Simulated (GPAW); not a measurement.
Crystal: GaGe3.

```
Ge Ga
1.0
     5.98504    0.00000    0.00000
    -2.99252    5.18319    0.00000
     0.00000    0.00000    5.03495
Ge Ga
6 2
Direct
  0.16356 0.32712 0.25000
  0.16356 0.83644 0.25000
  0.67288 0.83644 0.25000
  0.83644 0.67288 0.75000
  0.83644 0.16356 0.75000
  0.32712 0.16356 0.75000
  0.33333 0.66667 0.75000
  0.66667 0.33333 0.25000
```

The cell comes from a database or a generator and needn't be the stable form of this composition.

Base run:

* Program: GPAW 26.7.0
* Functional: LDA
* Potentials or basis: the program's PAW data sets (release 1.2.1) made for this functional
* Cutoff: 450 eV
* Basis: pw
* k mesh: 4 × 4 × 4
* Occupations: fermi-dirac, width 0.05 eV
* Spin: no spin polarisation

Its results: band gap on the k mesh none (metal or under the smearing width); pressure -5.8 GPa; largest force 0.099 eV/Å.

The run is repeated on the same cell with these changes: functional from LDA to PBE; potentials or basis from the program's PAW data sets (release 1.2.1) made for this functional to GPAW PAW data sets (gpaw-data 1.2.1). What comes out?

Band gap on the k mesh none (metal or under the smearing width); pressure -1.0 GPa; largest force 0.136 eV/Å.

Caveats: the cutoff is short for stress and forces, so pressures can be off by a GPa or more.

Not every run made on this cell is shown here.
